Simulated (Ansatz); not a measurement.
# GeAsH₂+ (singlet): the correlation ladder, cc-pVDZ

Aim: climb from Hartree-Fock through coupled cluster and multireference methods for GeAsH₂+ (singlet) at one geometry and basis, and see what each rung misses.

Method: cc-pVDZ, core rule «outside noble gas», up to 28 orbitals frozen; program: Ansatz 0.2.0, Gaussian basis.

The runs, in order: UHF; CCSD(T) on RHF; CCSD(T) on UHF; BCCD(T) on RHF; CISD; CCSDT(Q) on RHF; CCSDT(Q) on UHF; CCSDTQ on RHF; CASSCF and MRCISD+Q, 10 electrons in 10 orbitals; CASSCF and NEVPT2, 10 electrons in 10 orbitals.

5 further runs of the same task are left out: 5 set aside as unsound or not needed.

## Step 1: The geometry

The geometry is a PBE0/def2-TZVP stationary point (not a proven minimum) of the parent state, kept for this charge and spin. No spin-orbit coupling is included. The filled d shell of Ge, As may be among the frozen orbitals whatever the setting's name suggests; the logs give the count.

4 atoms, charge 1, spin multiplicity 1.

Atoms are counted from 1 here; the program's logs count them from 0.

Bond lengths: Ge1–As2 2.221 Å, Ge1–H3 1.537 Å, Ge1–H4 1.537 Å. Angles: As2–Ge1–H3 124.5°, As2–Ge1–H4 124.5°, H3–Ge1–H4 110.9°.

## Step 2: UHF

Contents of in.yaml:

```yaml
crystal:
  periodic: [false, false, false]
  atoms:
    - {symbol: Ge, position_ang: [0.000000, 0.000000, 1.100612]}
    - {symbol: As, position_ang: [0.000000, 0.000000, -1.120153]}
    - {symbol: H, position_ang: [0.000000, 1.266184, 1.971938]}
    - {symbol: H, position_ang: [0.000000, -1.266184, 1.971938]}
basis:
  gaussian: {orbitals: cc-pVDZ}
total_charge: 1
magnetization: {spin_polarized: true, initial_magnetization: 0}
hamiltonian: {xc: hf}
output: {orbitals: {seedname: orbitals}}
```

Run with:

```sh
$ ansatz run in.yaml --threads 1 --pin off --events-out ev --progress --plain --max-ram 4096MiB --backend cpu
```

After this run come: CCSD(T) on RHF; CCSD(T) on UHF; BCCD(T) on RHF; CISD; CCSDT(Q) on RHF; CCSDT(Q) on UHF; CCSDTQ on RHF; CASSCF and MRCISD+Q, 10 electrons in 10 orbitals; CASSCF and NEVPT2, 10 electrons in 10 orbitals.

Q: Predict the results of all the runs planned. Wanted: RCCSDTQ below the RHF energy; RMP2 from RCCSDTQ; RCCSD from RCCSDTQ; RCCSD(T) from RCCSDTQ; RCCSDT(Q) from RCCSDTQ; NEVPT2 valence from RCCSDTQ; MRCISD+Q valence from RCCSDTQ; T1 diagnostic; effectively unpaired electrons.

As calculated:

| quantity | value |
| --- | --- |
| RCCSDTQ below the RHF energy | -5.5992 eV |
| RMP2 from RCCSDTQ | +126.2 kJ/mol |
| RCCSD from RCCSDTQ | +24.6 kJ/mol |
| RCCSD(T) from RCCSDTQ | +5.6 kJ/mol |
| RCCSDT(Q) from RCCSDTQ | +0.1 kJ/mol |
| NEVPT2 valence from RCCSDTQ | +79.9 kJ/mol |
| MRCISD+Q valence from RCCSDTQ | +3.4 kJ/mol |
| levels within 1 kcal/mol (43 meV) | RCCSDT, RCCSDT(Q), MRCISD+Q valence |
| T1 diagnostic | 0.030 |
| effectively unpaired electrons | 0.08 |

**Reading.** RCCSD(T) lands +5.6 kJ/mol from the yardstick (1.0 % of the correlation energy). One determinant dominates. Of the multireference levels listed MRCISD+Q valence comes nearest in total energy (+3.4 kJ/mol), which doesn't show that its space is the better one. These misses are within one basis, not against nature.
